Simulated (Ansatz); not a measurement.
# C3H7ClSi: the cost of one run

Program: Ansatz 0.2.0, Gaussian basis. Level of theory: the settings change from run to run. These are calculated values, not measurements.

## (1) The geometry

The structure was relaxed beforehand with PBE0-D4 in a triple-zeta def2 set.

SMILES `C=C(Cl)[SiH2]C`, 12 atoms, charge 0, spin multiplicity 1.

Atoms are counted from 1 here; the program's logs count them from 0.

Bond lengths: C1–C2 1.326 Å, C1–H6 1.085 Å, C1–H7 1.084 Å, C2–Cl3 1.745 Å, C2–Si4 1.874 Å, Si4–C5 1.864 Å, Si4–H8 1.487 Å, Si4–H9 1.488 Å, C5–H10 1.092 Å, C5–H11 1.092 Å, C5–H12 1.092 Å. Angles: C2–C1–H6 122.7°, C2–C1–H7 119.4°, H6–C1–H7 117.9°, C1–C2–Cl3 119.8°, C1–C2–Si4 125.7°, Cl3–C2–Si4 114.5°, C2–Si4–C5 110.7°, C2–Si4–H8 108.2°, C2–Si4–H9 106.5°, C5–Si4–H8 110.4°, C5–Si4–H9 111.6°, H8–Si4–H9 109.2°, Si4–C5–H10 110.9°, Si4–C5–H11 110.3°, Si4–C5–H12 110.6°, H10–C5–H11 108.3°, H10–C5–H12 108.4°, H11–C5–H12 108.2°.

Geometry (Å):

```xyz
12
C3H7ClSi
C     1.0386    1.5304    1.3011
C     0.8494    0.3123    0.8122
Cl    2.1951   -0.7920    0.6918
Si   -0.7811   -0.3807    0.2015
C    -0.6449   -0.9111   -1.5807
H     2.0072    1.8822    1.6398
H     0.1982    2.2120    1.3726
H    -1.1452   -1.5378    1.0614
H    -1.7918    0.6980    0.3766
H    -0.3984   -0.0620   -2.2215
H     0.1374   -1.6647   -1.6938
H    -1.5872   -1.3418   -1.9270
```

## (2) revPBE/aug-pcseg-2

Set apart from the defaults: unrestricted orbitals, relativity set to scalar.

in.yaml

```yaml
crystal:
  periodic: [false, false, false]
  atoms:
    - {symbol: C, position_ang: [1.038616, 1.530399, 1.301119]}
    - {symbol: C, position_ang: [0.849350, 0.312322, 0.812231]}
    - {symbol: Cl, position_ang: [2.195062, -0.791971, 0.691811]}
    - {symbol: Si, position_ang: [-0.781108, -0.380670, 0.201529]}
    - {symbol: C, position_ang: [-0.644866, -0.911126, -1.580707]}
    - {symbol: H, position_ang: [2.007153, 1.882202, 1.639831]}
    - {symbol: H, position_ang: [0.198184, 2.212030, 1.372584]}
    - {symbol: H, position_ang: [-1.145192, -1.537850, 1.061407]}
    - {symbol: H, position_ang: [-1.791762, 0.697959, 0.376601]}
    - {symbol: H, position_ang: [-0.398403, -0.061953, -2.221543]}
    - {symbol: H, position_ang: [0.137364, -1.664745, -1.693830]}
    - {symbol: H, position_ang: [-1.587200, -1.341797, -1.927032]}
basis:
  gaussian: {orbitals: aug-pcseg-2}
magnetization: {spin_polarized: true, initial_magnetization: 0}
hamiltonian: {xc: {name: revPBE}, pseudopotentials: {relativity: scalar}}
output: {forces: true}
```

The run is started by

```
> ansatz run in.yaml --threads 4 --pin off --events-out ev --progress --plain --max-ram 10444MiB
```

**Question.** How long does this run take on 4 threads of Arm Neoverse V2, shared host, and how much memory does it need?

About 14 s, with a peak of 0.94 GiB.
